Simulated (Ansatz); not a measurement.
# CsAl3: the cost of one run

Computed with Ansatz 0.2.0 (DFT PBE, scalar-relativistic, plane waves, PAW, unless a step's input says otherwise).

## Step 1: Starting point

It takes space group Pm-3m (No. 221, cubic). The conventional cell has a = 4.457 Å, b = 4.457 Å, c = 4.457 Å, α = 90.00°, β = 90.00°, γ = 90.00°. Cs (site symmetry m-3m) has 12 Al at 3.15 Å as nearest neighbours. Al (site symmetry 4/mmm) is surrounded by 4 Cs at 3.15 Å and 8 Al at 3.15 Å.

Coordinates:

```
Cs Al
1.0
     4.45654    0.00000    0.00000
     0.00000    4.45654    0.00000
     0.00000    0.00000    4.45654
Cs Al
1 3
Direct
  0.00000 0.00000 0.00000
  0.00000 0.50000 0.50000
  0.50000 0.00000 0.50000
  0.50000 0.50000 0.00000
```

This is candidate A: Cu3Au (L1_2) type (Pm-3m, No. 221).

(A quick probe on a coarse mesh, which set the mesh and smearing, is not shown.)

## Step 3: A loose first relaxation (candidate A)

File input.yaml:

```yaml
crystal:
  lattice:
    - [4.4565403209, 0.0, 0.0]
    - [0.0, 4.4565403209, 0.0]
    - [0.0, 0.0, 4.4565403209]
  atoms:
    - { symbol: Cs, position: [0.0, 0.0, 0.0] }
    - { symbol: Al, position: [0.0, 0.5, 0.5] }
    - { symbol: Al, position: [0.5, 0.0, 0.5] }
    - { symbol: Al, position: [0.5, 0.5, 0.0] }
basis:
  ecutwfc: 420
kpoints:
  mp_grid: { grid: [4, 4, 4] }
hamiltonian:
  xc: pbe
scf:
  occupations: { method: gaussian, width: 0.1 }
  lower_state_search: "off"
output:
  forces: true
  stress: true
  eigenvalues: true
relax:
  adjacent_minimum: "off"
  f_tol: 0.04
  max_steps: 70
  cell: { stress_tol: 0.4 }
```

Launch:

```
ansatz run input.yaml --threads 1 --pin off --max-ram 2560MiB --backend cpu --events-out ev --progress --plain --runs-dir out
```

Q: Estimate wall time and peak memory on 1 thread of Arm Neoverse V2, shared host.

About 5.2 s, with a peak of 0.34 GiB.
